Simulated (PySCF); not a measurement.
# [Ga3]+: structure of the singlet

The task is one start of a wider search on [Ga3]+: the singlet, from a equilateral triangle start. It is relaxed, tested by its Hessian and followed downhill if it is a saddle.

Computed with PySCF 2.14.0. Level: PBE0, basis Ga def2-TZVP, no relativity, density fitting.

## (1) Where the work starts

3 atoms, charge 1, spin multiplicity 1.

Bond lengths: Ga1–Ga2 2.480 Å, Ga1–Ga3 2.480 Å, Ga2–Ga3 2.480 Å. Angles: Ga2–Ga1–Ga3 60.0°, Ga1–Ga2–Ga3 60.0°, Ga1–Ga3–Ga2 60.0°.

Z-matrix (Å, degrees; charge 1 multiplicity 1):
```
Ga
Ga 1 2.4800
Ga 1 2.4800 2 60.00
```

## (2) First SCF at the start

The steps below are one call of a driver around PySCF. For each, scf.py gives the equivalent set-up of the SCF; relaxations use the driver's own optimiser. After this first run the driver tries any further starts and a stability analysis.

Contents of scf.py:

```python
from pyscf import gto, scf, dft
mol = gto.M(atom='''
Ga     0.715900    -1.239980     0.000000
Ga    -1.431820    -0.000010     0.000000
Ga     0.715920     1.239990     0.000000''',
    basis={'Ga': 'def2-TZVP'},
    charge=1, spin=0)
mf = dft.RKS(mol, xc='PBE0')
mf.grids.atom_grid = (50, 194)
aux = {'Ga': 'def2-universal-JKFIT'}
mf = mf.density_fit(auxbasis=aux)
mf.conv_tol = 1e-08
mf.diis_space = 10
mf.max_cycle = 60
mf.init_guess = 'minao'
mf.verbose = 4
mf.kernel()
```

The run is started by

```bash
$ OMP_NUM_THREADS=4 python axn.py task.json out
```

Further steps of the session: Relaxation: equilateral triangle start, singlet; Frequencies; The broken-symmetry singlet; Is it a minimum? Harmonic modes.

What does the calculation give? Wanted: minimum; geometry; wavenumbers; dipole moment; highest occupied, lowest empty level; polar-tensor charge of Ga1; zero-point energy; ⟨S²⟩.

The runs gave:

| quantity | value |
| --- | --- |
| minimum | broken-symmetry (Ms = 0), D3h |
| geometry | Ga–Ga 2.753 Å (×3); Ga–Ga–Ga 60.0° (×3) |
| wavenumbers (cm⁻¹) | 65 (e'), 142 (a1') |
| dipole moment (centre of mass) | 0.00 D |
| highest occupied, lowest empty level (either spin) | -9.87, -7.83 eV |
| polar-tensor charge of Ga1 | +0.33 e |
| zero-point energy | 1.6 kJ/mol |
| entropy at 298.15 K | 328.9 J/(mol K) |
| ⟨S²⟩ | 1.024 |

In words: The equilateral triangle start keeps its D3h symmetry and ends in a minimum. The determinant is spin-contaminated (⟨S²⟩ = 1.02 against 0.00), so it is no pure spin state. The strongest infrared band lies at 65 cm⁻¹ (e'). Other starts or spin states, not run here, may lie lower.
